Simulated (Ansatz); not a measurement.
What does this script print? It uses the Python package of Ansatz (0.2.0).

Script `opt_ch6fnosi.py`:
```python
import itertools
import warnings

import ansatz
from ase.data import atomic_numbers, covalent_radii
import numpy as np

GEOMETRY = """
C    -0.33210    0.88810    1.14780
N     0.36330    0.57100   -0.05750
Si   -0.04130   -0.72440   -1.08220
O     0.46800   -2.04650   -0.19520
F     0.96400   -0.62860   -2.34710
H     0.10220    1.79850    1.62860
H    -0.38050    0.11160    1.86210
H    -1.37010    1.24260    0.88920
H     0.45160    1.40970   -0.61160
H    -1.43040   -0.68320   -1.42570
H     1.27070   -1.99580    0.21230
"""

warnings.simplefilter("ignore", ansatz.DeckWarning)

system = ansatz.Crystal.molecule()
for line in GEOMETRY.strip().splitlines():
    symbol, *xyz = line.split()
    system = system.atom(symbol, [float(v) for v in xyz])

model = (
    system.calculation()
    .basis(gaussian="def2-SVP")
    .functional("cam_b3lyp")
    .accuracy("medium")
)
symbols = [site.symbol for site in system.cartesian_sites]
start = np.array([site.position_ang for site in system.cartesian_sites], dtype=float)
def progress(event):
    if event["event"] == "relax_step":
        row = event["data"]
        print(f"step {row['step']:3d}  E = {row['lagrangian_ev']:.6f} eV  largest force component {row['allowed_force_max_ev_ang']:.4f} eV/A")


data = model.relax(force_tolerance=0.01, max_steps=100).session().plan().execute(on_event=progress).report
end = np.array(data["positions_ang"])

print("reference energy %16.6f eV" % data["reference_energy_ev"])
print("total energy     %16.6f eV" % data["free_energy_ev"])
print("occupied orbitals outside the frozen core (up, down):", data["n_occupied"], " frozen:", data["n_frozen"], " virtual:", data["n_virtual"])

radius = [covalent_radii[atomic_numbers[s]] for s in symbols]
span = lambda where, i, j: np.linalg.norm(where[i] - where[j])
bonded = [(i, j) for i, j in itertools.combinations(range(len(symbols)), 2) if min(span(start, i, j), span(end, i, j)) < 1.2 * (radius[i] + radius[j])]
print("pair        before    after (A)")
for i, j in bonded:
    print(f"{symbols[i]}{i}-{symbols[j]}{j}".ljust(10), f"{span(start, i, j):8.4f} {span(end, i, j):8.4f}")
with open("ch6fnosi_opt.xyz", "w") as handle:
    handle.write(f"{len(symbols)}\nrelaxed CH6FNOSi\n")
    handle.writelines(f"{s:2s} {x:11.6f} {y:11.6f} {z:11.6f}\n" for s, (x, y, z) in zip(symbols, end))
```

```console
$ python opt_ch6fnosi.py
step   1  E = -15258.647387 eV  largest force component 4.7246 eV/A
step   2  E = -15259.159251 eV  largest force component 0.9932 eV/A
step   3  E = -15259.232157 eV  largest force component 0.3689 eV/A
step   4  E = -15259.245798 eV  largest force component 0.6249 eV/A
step   5  E = -15259.233164 eV  largest force component 0.8729 eV/A
step   6  E = -15259.263604 eV  largest force component 0.1501 eV/A
step   7  E = -15259.267306 eV  largest force component 0.1004 eV/A
step   8  E = -15259.269500 eV  largest force component 0.0682 eV/A
step   9  E = -15259.270142 eV  largest force component 0.0334 eV/A
step  10  E = -15259.270289 eV  largest force component 0.0196 eV/A
step  11  E = -15259.270344 eV  largest force component 0.0109 eV/A
step  12  E = -15259.270359 eV  largest force component 0.0055 eV/A
reference energy    -15259.270476 eV
total energy        -15259.270476 eV
occupied orbitals outside the frozen core (up, down): [25, 25]  frozen: 0  virtual: [79, 79]
pair        before    after (A)
C0-N1        1.4272   1.4484
C0-H5        1.1174   1.1030
C0-H6        1.0562   1.1003
C0-H7        1.1269   1.1051
N1-Si2       1.7005   1.7077
N1-H8        1.0091   1.0144
Si2-O3       1.6716   1.6457
Si2-F4       1.6186   1.6195
Si2-H9       1.4315   1.4747
O3-H10       0.9016   0.9639
```

File `ch6fnosi_opt.xyz` afterwards:
```text
11
relaxed CH6FNOSi
C    -0.349617    0.962935    1.145286
N     0.134347    0.721605   -0.198345
Si   -0.010011   -0.737926   -1.073003
O     0.417894   -2.018308   -0.131811
F     0.983909   -0.543418   -2.336727
H     0.390197    1.510554    1.753041
H    -0.530073    0.002264    1.650357
H    -1.295467    1.533489    1.177123
H     0.412219    1.554401   -0.706606
H    -1.327593   -1.105075   -1.624230
H     1.239594   -1.937520    0.365615
```

Caveats:
- These settings explore the input space; basis and method may be short of convergence.
- The end point is the stationary point reached from this start; no frequency run checks that it is a minimum, and the basis set is modest.
- The whole script took 81 s on 1 thread of Arm Neoverse V1 (shared host), peak memory 0.34 GiB.
